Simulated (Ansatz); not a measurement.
# NaBr (singlet): the correlation ladder at distance Br1–Na2 = 2.255 Å, cc-pVDZ

How much of the correlation energy of NaBr (singlet) does each wave-function method recover here?

Program: Ansatz 0.2.0, Gaussian basis. Level of theory: cc-pVDZ, core rule «outside noble gas», up to 19 orbitals frozen. These are calculated values, not measurements.

Plan: UHF; CCSD(T) on RHF; BCCD(T) on RHF; CISD; CCSDT(Q) on RHF; CCSDTQ on RHF; CASSCF and MRCISD+Q, 2 electrons in 2 orbitals; CASSCF and NEVPT2, 2 electrons in 2 orbitals.

54 further runs of the same task are left out: 33 for a known fault of the program, 19 that didn't finish, 2 set aside as unsound or not needed. Runs told in other sessions of the task aren't counted.

## 1. The system

The geometry derives from a PBE0/def2-TZVP stationary point (not a proven minimum). One bond is set to the value named and the two fragments are kept rigid. No spin-orbit coupling is included. The filled d shell of Br may be among the frozen orbitals whatever the setting's name suggests.

2 atoms, charge 0, spin multiplicity 1.

Atoms are counted from 1 here; the program's logs count them from 0.

Bond lengths: Br1–Na2 2.255 Å.

## 2. UHF

Contents of in.yaml:

```yaml
crystal:
  periodic: [false, false, false]
  atoms:
    - {symbol: Br, position_ang: [0.000000, 0.000000, 0.000000]}
    - {symbol: Na, position_ang: [0.000000, 0.000000, 2.255000]}
basis:
  gaussian: {orbitals: cc-pVDZ}
magnetization: {spin_polarized: true, initial_magnetization: 0}
hamiltonian: {xc: hf}
output: {orbitals: {seedname: orbitals}}
```

Command:

```console
> ansatz run in.yaml --threads 1 --pin off --events-out ev --progress --plain --max-ram 2393MiB
```

Further steps of the session: CCSD(T) on RHF; BCCD(T) on RHF; CISD; CCSDT(Q) on RHF; CCSDTQ on RHF; CASSCF and MRCISD+Q, 2 electrons in 2 orbitals; CASSCF and NEVPT2, 2 electrons in 2 orbitals.

**Question.** What will the summary of the whole plan be? Wanted: RCCSDTQ from the RHF energy; RMP2 from RCCSDTQ; RCCSD from RCCSDTQ; RCCSD(T) from RCCSDTQ; RCCSDT(Q) from RCCSDTQ; NEVPT2 pair from RCCSDTQ; T1 diagnostic.

**Answer**, as computed:

| quantity | value |
| --- | --- |
| RCCSDTQ from the RHF energy | -3.6050 eV |
| RMP2 from RCCSDTQ | +341.5 meV |
| RCCSD from RCCSDTQ | +57.0 meV |
| RCCSD(T) from RCCSDTQ | +12.3 meV |
| RCCSDT(Q) from RCCSDTQ | +0.2 meV |
| NEVPT2 pair from RCCSDTQ | +334.4 meV |
| levels within 1 kcal/mol (43 meV) | RCCSD(T), BCCD(T), RCCSDT, RCCSDT(Q) |
| T1 diagnostic | 0.008 |

RCCSD(T) misses by +12.3 meV, 0.3 % of the correlation energy. These misses are within one basis, not against nature.
